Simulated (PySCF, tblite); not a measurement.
# C₄H₄ClSi₂ radical: geometry, infrared bands and EPR parameters

What infrared bands and EPR parameters should C₄H₄ClSi₂ radical (`C#C[Si](Cl)C#C[SiH3]`) show?

The runs use tblite 0.8.0 and PySCF 2.14.0, with density-fitted response routines of our own; the level of theory stands in each step. All values are computed, except where a source is named. Atoms count from 0, in the outputs and in this text.

**1. The starting structure**

11 atoms, charge 0, multiplicity 2; geometry from: force field or distance geometry start.

Bonds of the start (Å): C0–C1 1.23, C1–Si2 1.81, Si2–Cl3 2.09, Si2–C4 1.84, C4–C5 1.20, C5–Si6 1.82, C0–H7 1.06, Si6–H8 1.49, Si6–H9 1.47, Si6–H10 1.48.

**2. Relaxing the molecule with GFN2-xTB**

The job: settings as JSON, then the geometry in Å.

```
{"job": {"kind": "relax", "xc": "GFN2-xTB", "basis": "xTB"}, "charge": 0, "multiplicity": 2}
C      3.352300    -0.289900     1.666200
C      2.737400     0.119800     0.684300
Si     1.822400     0.727000    -0.751000
Cl     2.465600    -0.286600    -2.458500
C      0.025200     0.378100    -0.561000
C     -1.145100     0.149200    -0.444900
Si    -2.926600    -0.194500    -0.249600
H      3.891100    -0.633800     2.512200
H     -3.476500     0.553400     0.914900
H     -3.698300     0.143700    -1.451500
H     -3.042000    -1.623800     0.112900
```

Run with:

```bash
$ OMP_NUM_THREADS=1 python probes_run.py task.json out
```

One launch serves the whole session: the jobs run in the order shown.

The log of the run:

```text
step      E/eV     max force
  0    -501.98897    3.050
  1    -501.87753    6.779
  2    -502.06985    0.736
  3    -502.06555    1.801
  4    -502.08205    0.258
  5    -502.08604    0.203
  6    -502.09408    0.381
  7    -502.09956    0.354
  8    -502.10596    0.212
  9    -502.10826    0.109
 10    -502.10955    0.111
 11    -502.11106    0.120
 12    -502.11277    0.151
 13    -502.11472    0.161
 14    -502.11706    0.173
 15    -502.11977    0.218
 16    -502.12232    0.180
 17    -502.12416    0.107
 18    -502.12535    0.125
 19    -502.12659    0.163
 20    -502.12844    0.179
 21    -502.13059    0.171
 22    -502.13250    0.116
 23    -502.13393    0.123
 24    -502.13511    0.100
 25    -502.13604    0.089
 26    -502.13654    0.059
 27    -502.13680    0.055
 28    -502.13708    0.056
 29    -502.13762    0.089
 30    -502.13864    0.126
 31    -502.14024    0.168
 32    -502.14196    0.118
 33    -502.14315    0.083
 34    -502.14384    0.070
 35    -502.14433    0.063
 36    -502.14491    0.070
 37    -502.14568    0.076
 38    -502.14648    0.083
 39    -502.14707    0.053
 40    -502.14727    0.025
 41    -502.14734    0.025
 42    -502.14744    0.035
 43    -502.14760    0.047
 44    -502.14780    0.047
 45    -502.14792    0.027
 46    -502.14796    0.013
 47    -502.14797    0.011
 48    -502.14799    0.014
 49    -502.14804    0.021
 50    -502.14811    0.028
 51    -502.14819    0.024
 52    -502.14824    0.017
 53    -502.14827    0.019
 54    -502.14829    0.018
 55    -502.14833    0.020
 56    -502.14841    0.029
 57    -502.14854    0.037
 58    -502.14865    0.033
 59    -502.14871    0.021
 60    -502.14874    0.019
 61    -502.14878    0.018
 62    -502.14885    0.029
 63    -502.14897    0.035
 64    -502.14909    0.029
 65    -502.14916    0.017
 66    -502.14919    0.017
 67    -502.14922    0.017
 68    -502.14927    0.018
 69    -502.14936    0.028
 70    -502.14947    0.028
 71    -502.14955    0.018
 72    -502.14958    0.016
 73    -502.14960    0.016
 74    -502.14964    0.023
 75    -502.14969    0.026
 76    -502.14974    0.020
 77    -502.14976    0.007
```

Run time: 0.64 s. Hardware: 1 thread of Intel Xeon Platinum 8488C, shared host.

Along the way: (not every step is listed) (the energy doesn't fall at every step)

```
step  energy from step 0 (eV)  largest force (eV/Å)
   0                   0.0000                3.0501
   1                   0.1114                6.7788
   2                  -0.0809                0.7360
   3                  -0.0766                1.8010
   4                  -0.0931                0.2584
   5                  -0.0971                0.2029
   6                  -0.1051                0.3812
   7                  -0.1106                0.3543
   8                  -0.1170                0.2115
  14                  -0.1281                0.1726
  20                  -0.1395                0.1792
  26                  -0.1476                0.0588
  32                  -0.1530                0.1184
  38                  -0.1575                0.0827
  44                  -0.1588                0.0466
  50                  -0.1591                0.0285
  56                  -0.1594                0.0291
  62                  -0.1599                0.0287
  68                  -0.1603                0.0180
  72                  -0.1606                0.0161
  73                  -0.1606                0.0162
  74                  -0.1607                0.0225
  75                  -0.1607                0.0258
  76                  -0.1608                0.0204
  77                  -0.1608                0.0073
```

Distances of close pairs at the start and the end, largest changes first:

```
   bond  before (Å)  after (Å)  change (Å)
Si2–Cl3       2.087      2.033      -0.055
 Si6–H8       1.489      1.465      -0.024
 Si2–C4       1.841      1.817      -0.024
  C0–C1       1.229      1.207      -0.022
  C4–C5       1.198      1.219      +0.020
 C5–Si6       1.825      1.845      +0.020
 C1–Si2       1.807      1.826      +0.019
Si6–H10       1.479      1.466      -0.013
```

The end geometry stands in the next job.

**3. Harmonic vibrations with GFN2-xTB**

The job: settings as JSON, then the geometry in Å.

```
{"job": {"kind": "ir", "xc": "GFN2-xTB", "basis": "xTB"}, "charge": 0, "multiplicity": 2}
C      3.543650    -0.221250     1.675060
C      2.806871    -0.037656     0.737331
Si     1.753396     0.457443    -0.669452
Cl     2.573179     0.034896    -2.480800
C     -0.017099     0.088476    -0.494399
C     -1.230361     0.025682    -0.400273
Si    -3.057212    -0.182233    -0.247665
H      4.175723    -0.429575     2.489162
H     -3.522918     0.672561     0.847473
H     -3.662231     0.223199    -1.519134
H     -3.357574    -1.588951     0.036734
```

The log of the run:

```text
mode    cm-1     km/mol
  1     -28.0      0.03
  2      44.7      0.06
  3      63.6      1.16
  4      89.6      1.27
  5     138.1      3.85
  6     157.6      8.67
  7     235.6      3.36
  8     257.2     38.11
  9     271.3      8.36
 10     279.7     19.83
 11     384.5     38.24
 12     520.5     67.67
 13     532.6     33.53
 14     535.4    146.32
 15     616.7     25.81
 16     678.1     40.90
 17     722.3     65.79
 18     779.0    227.76
 19     784.5    658.18
 20     789.0    188.11
 21     921.2    204.43
 22    2139.4    195.21
 23    2153.7    125.48
 24    2233.8    400.55
 25    2242.9    398.04
 26    2255.1    180.98
 27    3360.3      8.10
```

Wall time 0.45 s (1 thread of Intel Xeon Platinum 8488C, shared host).

Which atoms move in the most intense modes:

```
cm⁻¹  km/mol                                 atoms
 779   227.8                      H9 50 %, H8 45 %
 784   658.2            H10 35 %, H9 34 %, H8 21 %
 789   188.1            H10 58 %, H8 27 %, H9 11 %
 921   204.4  C4 33 %, C5 32 %, Si2 22 %, Si6 11 %
2139   195.2    C5 28 %, C4 27 %, C1 25 %, C0 16 %
2234   400.6                     H10 78 %, H8 10 %
2243   398.0                      H9 48 %, H8 47 %
2255   181.0            H9 42 %, H8 39 %, H10 18 %
```

**4. g tensor and hyperfine couplings: B3LYP/pcH-1**

Settings changed since step 3:

```diff
@@ -1,2 +1,2 @@
-{"job": {"kind": "ir", "xc": "GFN2-xTB", "basis": "xTB"}, "charge": 0, "multiplicity": 2}
+{"job": {"kind": "epr", "basis": "pcH-1"}, "charge": 0, "multiplicity": 2}
 C      3.543650    -0.221250     1.675060
```

Level: UKS B3LYP, pcH-1 on C Cl H Si, non-relativistic, mean-field spin-orbit, GIAO.

The log of the run:

```text
UKS, coarse grid
  cycle   1  E = -1193.86176165  |g| = 4.33e-01
  cycle   2  E = -1193.79056861  |g| = 5.43e-01
  cycle   3  E = -1193.94007389  |g| = 1.45e-01
  cycle   4  E = -1193.94732368  |g| = 9.39e-02
  cycle   5  E = -1193.95168859  |g| = 1.50e-02
  cycle   6  E = -1193.95180366  |g| = 6.72e-03
  cycle   7  E = -1193.95182547  |g| = 4.72e-03
  cycle   8  E = -1193.95183788  |g| = 1.33e-03
  cycle   9  E = -1193.95183950  |g| = 5.65e-04
UKS, final grid
  cycle   1  E = -1193.95185829  |g| = 6.77e-04
  cycle   2  E = -1193.95185789  |g| = 1.23e-03
  cycle   3  E = -1193.95185867  |g| = 2.80e-04
  cycle   4  E = -1193.95185872  |g| = 1.24e-04
  cycle   5  E = -1193.95185876  |g| = 1.38e-04
  cycle   6  E = -1193.95185878  |g| = 4.95e-05
  cycle   7  E = -1193.95185878  |g| = 4.01e-06
E = -1193.95185878 Eh   <S^2> = 0.7567 (exact 0.7500)
g shifts (ppm)      1          2          3
  rmc          -172       -172       -172
  gc              1        106         73
  oz_so        -425        421       4921
  total        -596        355       4821
hyperfine (MHz)  atom isotope    a_iso     a_fc   dipolar eigenvalues
    0   13C      16.22      16.29    -12.53    -11.08     23.61
    1   13C      33.31      33.29     -9.23     -1.06     10.29
    2  29Si    -636.29    -637.16   -146.60     72.97     73.63
    3  35Cl      24.41      24.24    -18.11    -16.98     35.08
    4   13C      34.19      34.17    -10.58     -0.76     11.34
    5   13C      15.65      15.74    -13.44    -11.95     25.39
    6  29Si       7.50       7.51     -0.35     -0.16      0.51
    7    1H     -11.64     -11.64     -6.32     -0.83      7.15
    8    1H       6.07       6.07     -0.85     -0.63      1.48
    9    1H       2.45       2.45     -0.81     -0.70      1.51
   10    1H      13.47      13.47     -0.84     -0.53      1.37
```

Wall time 61 s (1 thread of Intel Xeon Platinum 8488C, shared host); peak memory 0.82 GiB.

Principal g values 2.00172, 2.00267, 2.00714; g(iso) = 2.00385, against 2.00232 for a free electron.

Hyperfine couplings; where a row names several nuclei, a(iso) is their mean (it holds for fast rotation or exchange) and the dipolar term the largest among them:

```
     nuclei  isotope  a(iso) (MHz)  a(iso) (G, at g = 2.0023)  largest dipolar term (MHz)
        Si2     29Si        -636.3                     -227.0                      -146.6
         C4      13C          34.2                       12.2                        11.3
         C1      13C          33.3                       11.9                        10.3
        Cl3     35Cl          24.4                        8.7                        35.1
         C0      13C          16.2                        5.8                        23.6
         C5      13C          15.6                        5.6                        25.4
         H7       1H         -11.6                       -4.2                         7.2
        Si6     29Si           7.5                        2.7                         0.5
H8, H9, H10       1H           7.3                        2.6                         1.5
```

Mulliken spin populations:

```
atom  value (e)
  C0       0.16
  C1      -0.08
 Si2       0.77
 Cl3       0.06
  C4      -0.09
  C5       0.18
 Si6      -0.01
  H7      -0.01
  H8       0.00
  H9       0.00
 H10       0.01
```

In first order the couplings over 0.8 MHz of 35Cl, 1H give 32 distinct lines over 38.2 G, if the averaged nuclei exchange fast.

Orbitals, density, ELF and potential are computed afterwards from the orbital file.

ELF in a plane through or near 8 of the atoms.

Values, 10 rows by 14 columns:
```
0.00 0.00 0.00 0.00 0.00 0.00 0.00 0.00 0.00 0.00 0.00 0.00 0.00 0.00
0.00 0.00 0.00 0.00 0.00 0.00 0.00 0.00 0.00 0.00 0.00 0.00 0.00 0.00
0.00 0.00 0.09 0.04 0.02 0.00 0.00 0.00 0.00 0.00 0.01 0.00 0.00 0.00
0.00 0.03 0.99 0.93 0.54 0.17 0.00 0.04 0.01 0.13 0.35 0.04 0.00 0.00
0.00 0.01 0.61 0.14 0.85 0.45 0.10 0.60 0.64 0.14 0.10 0.11 0.00 0.00
0.00 0.00 0.32 0.74 0.39 0.68 0.85 0.28 0.26 0.62 0.18 0.87 0.05 0.00
0.00 0.00 0.01 0.03 0.12 0.10 0.52 0.66 0.59 0.08 0.99 1.00 0.15 0.00
0.00 0.00 0.00 0.28 0.86 0.29 0.48 0.01 0.05 0.00 0.12 0.09 0.00 0.00
0.00 0.00 0.00 0.14 0.75 0.87 0.64 0.02 0.00 0.00 0.00 0.00 0.00 0.00
0.00 0.00 0.00 0.00 0.03 0.09 0.02 0.00 0.00 0.00 0.00 0.00 0.00 0.00
```
The map spans 14.3 Å across and 11.0 Å up, centred on the molecule. Atoms in the plane (x, y in Å): C0 (-3.8, 1.0), C1 (-2.9, 0.2), Cl3 (-2.1, -2.9), C4 (0.1, -0.5), C5 (1.3, -0.2), Si6 (3.1, 0.3), H7 (-4.6, 1.7), H9 (3.9, -0.9).

On the surface of density 0.002 e/bohr³ the electrostatic potential runs, from the 1st to the 99th percentile, from -0.56 V near C1 to 1.68 V near H7.

The spin density lies nearest to Si2 56 %; C0, C5 about 11 % each; Cl3 8 %.

**5. What came out**

| quantity | value |
| --- | --- |
| strongest single infrared mode (GFN2-xTB) | 784 cm⁻¹, 658 km/mol |
| zero-point energy (GFN2-xTB) | 33.1 kcal/mol |
| g(iso) (B3LYP) | 2.00385 |
| ⟨S²⟩ | 0.757 (exact 0.75) |
| largest a(iso) (averaged by class) | 29Si on Si2, -636.3 MHz |
| surface potential, 1st and 99th percentile | -0.56 V and 1.68 V |

What this shows: Over 77 steps the energy fell by 0.161 eV; of the close pairs, Si2–Cl3 changed most, 2.087 to 2.033 Å. The lowest mode is imaginary (28i cm⁻¹), so the xTB geometry is not a minimum. The strongest single mode, at 784 cm⁻¹, is carried by H10, H9, H8. Unscaled tight-binding wavenumbers are off by several per cent, some by more. Its intensities can rank the bands wrongly. Most of the unpaired spin sits on Si2 (0.77 e). The isotropic g lies 1.5 ppt above the free-electron value.
